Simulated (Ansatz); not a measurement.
# CH7NOSSi: small, medium and large basis sets

An exercise on one series of results from a longer session: the logs are not shown, and one member is left open.

The runs use Ansatz 0.2.0, Gaussian basis; one geometry, several basis sets.

Levels to be run: PBE0-D4/def2-SVP; ωB97M-V/def2-SVP; PBE0-D4/def2-QZVPP; ωB97M-V/def2-QZVPP; the functionals' def2-TZVPP values are taken from earlier runs.

### The geometry

The geometry comes from an earlier relaxation with PBE0-D4 in a triple-zeta def2 set; it is a stationary point, not always the lowest conformer.

12 atoms, charge 0, spin multiplicity 1.

Atoms are counted from 1 here; the program's logs count them from 0.

Bond lengths: N1–C2 1.422 Å, N1–H6 1.011 Å, N1–H7 1.011 Å, C2–S3 1.870 Å, C2–H8 1.089 Å, C2–H9 1.090 Å, S3–Si4 2.117 Å, Si4–O5 1.647 Å, Si4–H10 1.485 Å, Si4–H11 1.482 Å, O5–H12 0.959 Å. Angles: C2–N1–H6 111.9°, C2–N1–H7 112.0°, H6–N1–H7 108.3°, N1–C2–S3 113.4°, N1–C2–H8 109.9°, N1–C2–H9 110.0°, S3–C2–H8 107.5°, S3–C2–H9 107.1°, H8–C2–H9 108.8°, C2–S3–Si4 100.6°, S3–Si4–O5 114.0°, S3–Si4–H10 104.7°, S3–Si4–H11 110.5°, O5–Si4–H10 112.1°, O5–Si4–H11 103.8°, H10–Si4–H11 111.9°, Si4–O5–H12 116.7°.

Set-up of the first run:

File in.yaml:

```yaml
crystal:
  periodic: [false, false, false]
  atoms:
    - {symbol: N, position_ang: [-0.908004, 1.103158, 2.096546]}
    - {symbol: C, position_ang: [-0.668319, 0.291238, 0.953469]}
    - {symbol: S, position_ang: [0.827198, 0.822821, -0.035864]}
    - {symbol: Si, position_ang: [1.079578, -0.860256, -1.294250]}
    - {symbol: O, position_ang: [-0.131403, -1.065361, -2.391503]}
    - {symbol: H, position_ang: [-0.124916, 1.093123, 2.736703]}
    - {symbol: H, position_ang: [-1.100789, 2.063655, 1.845562]}
    - {symbol: H, position_ang: [-1.529316, 0.324807, 0.287718]}
    - {symbol: H, position_ang: [-0.500529, -0.742178, 1.257966]}
    - {symbol: H, position_ang: [2.396752, -0.648420, -1.947033]}
    - {symbol: H, position_ang: [1.050134, -2.110367, -0.499058]}
    - {symbol: H, position_ang: [-0.313386, -0.327422, -2.976256]}
basis:
  gaussian: {orbitals: def2-SVP}
hamiltonian: {xc: pbe0, dispersion: d4}
output: {orbitals: {seedname: orbitals}}
```

Command:

```bash
$ ansatz run in.yaml --threads 4 --pin off --events-out ev --progress --plain --max-ram 10444MiB
```

Steps of the session up to this table: PBE0-D4 in def2-SVP; ωB97M-V in def2-SVP; PBE0-D4 in def2-QZVPP; ωB97M-V in def2-QZVPP.

One of the session's tables, all rows but one given; the rest of the session is left out.

It belongs to the step «Density functionals: the series». 

```
functional       basis  HOMO (eV)  LUMO (eV)
   PBE0-D4    def2-SVP      -6.91       0.82
   PBE0-D4  def2-TZVPP          ?          ?
   PBE0-D4  def2-QZVPP      -7.10       0.05
   ωB97M-V    def2-SVP      -9.10       2.69
   ωB97M-V  def2-TZVPP      -9.27       1.93
   ωB97M-V  def2-QZVPP      -9.32       1.45
```

Q: Estimate the row for PBE0-D4, def2-TZVPP from the others.

As computed: HOMO (eV): -7.06; LUMO (eV): 0.28. In the column «HOMO (eV)» it lies between PBE0-D4, def2-QZVPP (-7.10) and PBE0-D4, def2-SVP (-6.91).
